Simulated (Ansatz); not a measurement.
# One shape, several levels: C2H5AlO (SMILES [CH3][Al]1[CH2][O]1)

We compute a comparison of 6 runs (HF/6-31G*, CAM-B3LYP/6-31G*, HSE06/6-31G*, r2SCAN0/6-31G*, B3LYP/6-31G*, RPA@PBE/6-31G*) of C2H5AlO. 

The calculation is run with Ansatz 0.2.0.

82 further runs of the same task are left out: 82 set aside as unsound or not needed.

## (1) The system as given

C2H5AlO: 9 atoms, total charge 0, spin state singlet. SMILES: `[CH3][Al]1[CH2][O]1`. The C1–H6 distance was set to 1.637 Å, away from the relaxed value. At this shape a bond of the SMILES string is far longer than usual.

Bond lengths: C1–Al2 1.934 Å, Al2–C3 1.883 Å, Al2–O4 1.707 Å, C3–O4 1.488 Å, C1–H5 1.093 Å, C1–H7 1.094 Å, C3–H8 1.091 Å, C3–H9 1.091 Å. Some angles: C1–Al2–C3 171.7°, C1–Al2–O4 139.6°, C3–Al2–O4 48.7°, Al2–C3–O4 59.5°, Al2–O4–C3 71.8°, Al2–C1–H5 110.3°, Al2–C1–H7 110.1°, Al2–C3–H8 123.8°, Al2–C3–H9 123.8°, O4–C3–H8 112.4°. A long bond or contact: C1–H6 1.637 Å.

## (2) The energy at HF/6-31G(d) (spherical functions) (run 1)

Contents of input.yaml:

```yaml
crystal:
  periodic: [false, false, false]
  atoms:
    - {symbol: C, position_ang: [-0.556249, 0.867297, -1.363502]}
    - {symbol: Al, position_ang: [0.165951, -0.529603, -0.237802]}
    - {symbol: C, position_ang: [0.793351, -1.733103, 1.067298]}
    - {symbol: O, position_ang: [0.903951, -2.062403, -0.379902]}
    - {symbol: H, position_ang: [0.154351, 1.122097, -2.154102]}
    - {symbol: H, position_ang: [-0.900200, 2.226000, -0.517500]}
    - {symbol: H, position_ang: [-1.476549, 0.523897, -1.844102]}
    - {symbol: H, position_ang: [0.153151, -2.433403, 1.605698]}
    - {symbol: H, position_ang: [1.767851, -1.650303, 1.550798]}
basis:
  gaussian:
    orbitals: 6-31G_st_-spherical.json
hamiltonian:
  xc: hf
accuracy: high
output: {orbitals: {seedname: orbitals}}
```

The basis set 6-31G* is read from a file made from the Basis Set Exchange's data (not shown).

Run with:

```sh
ansatz run input.yaml --threads 1 --pin off --max-ram 3480MiB --events-out events.jsonl --progress --plain --runs-dir runs
```

The log of the run:

```text
Warning: RAYON_NUM_THREADS=1 ignored (pool sized by the plan → 1); use --threads N
Functional definition: HF
  name "HF"
  exchange = exact_x
  correlation = 0
1640 factors; integrals over basis functions are off by at most 8.5e-9 eV
mean field evaluation 1: about -10752.2665 eV, gradient 4.0e1 eV
mean field evaluation 2: about -10752.3639 eV, gradient 4.0e1 eV
mean field evaluation 4: about -10756.2934 eV, gradient 3.7e0 eV
mean field evaluation 8: about -10756.3677 eV, gradient 8.2e-2 eV
mean field evaluation 16: about -10756.3677 eV, gradient 2.5e-8 eV
mean field -10756.36772202 eV, -395.2892228565 hartree, gradient 2.5e-8 eV, S^2 0.000000; 0 other end points of the search recorded, 0 dependent functions left out
reference -10756.36772202 eV, -395.2892228565 hartree; 19, 19 occupied and 51, 51 virtual orbitals, 1640 factors
Total energy: -10756.36772202 eV, -395.2892228565 hartree
```

It took 1.6 s on 1 thread of Arm Neoverse V2, shared host; peak memory 0.16 GiB.

## (3) A single-point energy at CAM-B3LYP/6-31G(d) (spherical functions) (run 2)

Contents of in.yaml:

```yaml
basis:
  gaussian:
    orbitals: 6-31G_st_-spherical.json
crystal:
  periodic: [false, false, false]
  atoms:
    - symbol: C
      position_ang: [-0.556249, 0.867297, -1.363502]
    - symbol: Al
      position_ang: [0.165951, -0.529603, -0.237802]
    - symbol: C
      position_ang: [0.793351, -1.733103, 1.067298]
    - symbol: O
      position_ang: [0.903951, -2.062403, -0.379902]
    - symbol: H
      position_ang: [0.154351, 1.122097, -2.154102]
    - symbol: H
      position_ang: [-0.900200, 2.226000, -0.517500]
    - symbol: H
      position_ang: [-1.476549, 0.523897, -1.844102]
    - symbol: H
      position_ang: [0.153151, -2.433403, 1.605698]
    - symbol: H
      position_ang: [1.767851, -1.650303, 1.550798]
hamiltonian:
  xc: {name: CAM-B3LYP}
accuracy: high
output: {orbitals: {seedname: orbitals}}
```

The basis set 6-31G* is read from a file made from the Basis Set Exchange's data (not shown).

Run with:

```sh
ansatz run in.yaml --threads 1 --pin off --max-ram 3480MiB --events-out events.jsonl --progress --plain --runs-dir runs
```

The log of the run:

```text
Warning: RAYON_NUM_THREADS=1 ignored (pool sized by the plan → 1); use --threads N
Functional definition: CAM-B3LYP
  name "CAM-B3LYP"
  parameter alpha = 0.19
  parameter beta = 0.46
  parameter omega = 0.33/bohr
  parameter ac = 0.81
  exchange = (1 - alpha - beta)*b88_x + beta*b88_x_sr(omega) + alpha*exact_x + beta*exact_x_lr(omega)
  correlation = (1 - ac)*vwn5_c + ac*lyp_c
1640 factors; integrals over basis functions are off by at most 8.5e-9 eV
421 factors; integrals over basis functions are off by at most 1.6e-9 eV
mean field evaluation 1: about -10786.2084 eV, gradient 5.9e1 eV
mean field evaluation 2: about -10773.1980 eV, gradient 1.0e2 eV
mean field evaluation 4: about -10793.9382 eV, gradient 4.9e0 eV
mean field evaluation 8: about -10794.1500 eV, gradient 1.8e-1 eV
mean field evaluation 16: about -10794.1501 eV, gradient 5.4e-5 eV
mean field -10794.15013135 eV, -396.6777007893 hartree, gradient 2.3e-8 eV, S^2 0.000000; 0 other end points of the search recorded, 0 dependent functions left out
reference -10794.15015196 eV, -396.6777015468 hartree; 19, 19 occupied and 51, 51 virtual orbitals, 1640 factors
Total energy: -10794.15015196 eV, -396.6777015468 hartree
```

Run time: 7.2 s. Hardware: 1 thread of Arm Neoverse V2, shared host; peak memory 0.24 GiB.

Runs 3 to 4 aren't shown in full; the table further down has their settings and results.

## (4) The energy at B3LYP/6-31G(d) (Cartesian functions) (run 5)

Contents of molecule.yaml:

```yaml
basis:
  gaussian:
    orbitals: "6-31G*"
crystal:
  periodic: [false, false, false]
  atoms:
    - {symbol: C, position_ang: [-0.556249, 0.867297, -1.363502]}
    - {symbol: Al, position_ang: [0.165951, -0.529603, -0.237802]}
    - {symbol: C, position_ang: [0.793351, -1.733103, 1.067298]}
    - {symbol: O, position_ang: [0.903951, -2.062403, -0.379902]}
    - {symbol: H, position_ang: [0.154351, 1.122097, -2.154102]}
    - {symbol: H, position_ang: [-0.900200, 2.226000, -0.517500]}
    - {symbol: H, position_ang: [-1.476549, 0.523897, -1.844102]}
    - {symbol: H, position_ang: [0.153151, -2.433403, 1.605698]}
    - {symbol: H, position_ang: [1.767851, -1.650303, 1.550798]}
hamiltonian:
  xc: {name: B3LYP}
accuracy: high
output: {orbitals: {seedname: orbitals}}
```

Run with:

```sh
ansatz run molecule.yaml --threads 1 --pin off --max-ram 3480MiB --events-out events.jsonl --progress --plain --runs-dir runs
```

The log of the run:

```text
Warning: RAYON_NUM_THREADS=1 ignored (pool sized by the plan → 1); use --threads N
Functional definition: B3LYP
  name "B3LYP"
  parameter a0 = 0.2
  parameter ax = 0.72
[... 1 set-up line as earlier in the session ...]
  exchange = (1 - a0 - ax)*slater_x + ax*b88_x + a0*exact_x
  correlation = (1 - ac)*vwn_rpa_c + ac*lyp_c
1678 factors; integrals over basis functions are off by at most 9.5e-9 eV
mean field evaluation 1: about -10785.3740 eV, gradient 7.0e1 eV
mean field evaluation 2: about -10724.1615 eV, gradient 1.7e2 eV
mean field evaluation 4: about -10796.4742 eV, gradient 1.2e1 eV
mean field evaluation 8: about -10796.8268 eV, gradient 2.9e-1 eV
mean field evaluation 16: about -10796.9343 eV, gradient 2.2e-4 eV
mean field -10796.93432731 eV, -396.7800181037 hartree, gradient 3.0e-8 eV, S^2 0.000000; 0 other end points of the search recorded, 0 dependent functions left out
reference -10796.93436957 eV, -396.7800196567 hartree; 19, 19 occupied and 55, 55 virtual orbitals, 1678 factors
Total energy: -10796.93436957 eV, -396.7800196567 hartree
```

Run time: 6.6 s. Hardware: 1 thread of Arm Neoverse V2, shared host; peak memory 0.23 GiB.

## (5) A single-point energy at RPA@PBE/6-31G(d) (spherical functions) (run 6)

Contents of job.yaml:

```yaml
crystal:
  periodic: [false, false, false]
  atoms:
    - {symbol: C, position_ang: [-0.556249, 0.867297, -1.363502]}
    - {symbol: Al, position_ang: [0.165951, -0.529603, -0.237802]}
    - {symbol: C, position_ang: [0.793351, -1.733103, 1.067298]}
    - {symbol: O, position_ang: [0.903951, -2.062403, -0.379902]}
    - {symbol: H, position_ang: [0.154351, 1.122097, -2.154102]}
    - {symbol: H, position_ang: [-0.900200, 2.226000, -0.517500]}
    - {symbol: H, position_ang: [-1.476549, 0.523897, -1.844102]}
    - {symbol: H, position_ang: [0.153151, -2.433403, 1.605698]}
    - {symbol: H, position_ang: [1.767851, -1.650303, 1.550798]}
basis:
  gaussian:
    orbitals: 6-31G_st_-spherical.json
hamiltonian:
  xc: pbe
correlation:
  method: rpa
  frozen_orbitals: {Al: 5, C: 1, H: 0, O: 1}
accuracy: high
```

The basis set 6-31G* is read from a file made from the Basis Set Exchange's data (not shown).

Run with:

```sh
ansatz run job.yaml --threads 1 --pin off --max-ram 3480MiB --events-out events.jsonl --progress --plain --runs-dir runs
```

The log of the run:

```text
Warning: RAYON_NUM_THREADS=1 ignored (pool sized by the plan → 1); use --threads N
Functional definition: PBE
  name "PBE"
  parameter kappa = 0.804
  parameter beta = 0.06672455060314922
  exchange = pbe_x(kappa = kappa, mu = beta*pi^2/3)
  correlation = pbe_c(beta = beta)
1640 factors; integrals over basis functions are off by at most 8.5e-9 eV
mean field evaluation 1: about -10772.1639 eV, gradient 7.9e1 eV
mean field evaluation 2: about -10772.1504 eV, gradient 7.9e1 eV
mean field evaluation 4: about -10776.1768 eV, gradient 6.6e1 eV
mean field evaluation 8: about -10787.3472 eV, gradient 1.1e0 eV
mean field evaluation 16: about -10787.3495 eV, gradient 3.7e-5 eV
mean field evaluation 32: about -10751.5556 eV, gradient 7.9e1 eV
mean field evaluation 64: about -10782.9255 eV, gradient 3.0e1 eV
mean field -10787.34950598 eV, -396.4277824168 hartree, gradient 9.4e-9 eV, S^2 0.000000; 1 other end points of the search recorded, 0 dependent functions left out
8 core orbitals not correlated: weight in the atoms' cores, before any rotation towards them, 1.000 or more for the frozen orbitals, at most 0.000 for the correlated occupied ones
reference -10755.37833231 eV, -395.2528634553 hartree; 11, 11 occupied and 51, 51 virtual orbitals, 1640 factors
Total energy: -10777.41419026 eV, -396.0626662982 hartree
```

It took 11 s on 1 thread of Arm Neoverse V2, shared host; peak memory 0.24 GiB.

## (6) All runs side by side

```
run                                   level  Cartesian functions  frozen core orbitals  energy (Eh)  HOMO energy (eV)  LUMO energy (eV)  HOMO–LUMO gap (eV)  wall time
  1         HF/6-31G* (spherical functions)                   no                     –  -395.289223             -9.08              2.12               11.20      1.6 s
  2  CAM-B3LYP/6-31G* (spherical functions)                   no                     –  -396.677702             -7.41              0.11                7.52      7.2 s
  3      HSE06/6-31G* (spherical functions)                   no                     –  -396.443340             -5.67             -1.34                4.32      6.9 s
  4    r2SCAN0/6-31G* (spherical functions)                   no                     –  -396.608877             -6.22             -0.83                5.39       13 s
  5      B3LYP/6-31G* (Cartesian functions)                  yes                     –  -396.780020             -5.84             -1.22                4.62      6.6 s
  6    RPA@PBE/6-31G* (spherical functions)                   no                     8  -396.062666                 –                 –                   –       11 s
```

## (7) Summary of results

| quantity | value |
| --- | --- |
| run 6: total energy | -396.06267 Eh |
| run 6: RPA correlation energy (valence) | -809.8 mEh |

In words: Over runs 1, 2, 3, 4, 5 the HOMO–LUMO gap runs from 4.32 eV (HSE06/6-31G*) to 11.20 eV (HF/6-31G*). Exact exchange widens orbital gaps. Totals of different functionals can't be ranked against each other. All runs together took 46 s, the longest 13 s.
